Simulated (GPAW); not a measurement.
Crystal: Sn3Se.

```xyz
4
Lattice="0.0000 3.7331 3.7331 3.7331 0.0000 3.7331 3.7331 3.7331 0.0000" Properties=species:S:1:pos:R:3 pbc="T T T"
Sn    3.7331    3.7331    3.7331
Sn    5.5997    5.5997    5.5997
Sn    1.8666    1.8666    1.8666
Se    0.0000    0.0000    0.0000
```

The cell comes from a database or a generator and needn't be the stable form of this composition.

Base run:

- Program: GPAW 26.7.0
- Functional: PBE
- Potentials or basis: GPAW PAW data sets (gpaw-data 1.2.1)
- Cutoff: 600 eV
- Basis: pw
- k mesh: 6 × 6 × 6
- Occupations: fermi-dirac, width 0.05 eV
- Spin: no spin polarisation

Its results: pressure -0.4 GPa.

Task: The run is repeated on the same cell with these changes: functional from PBE to r2SCAN. What comes out?

Result: Pressure -1.4 GPa.

Caveats: the PAW data sets were made with another functional, which shifts forces and pressure a little (some runs).

Not every run made on this cell is shown here.
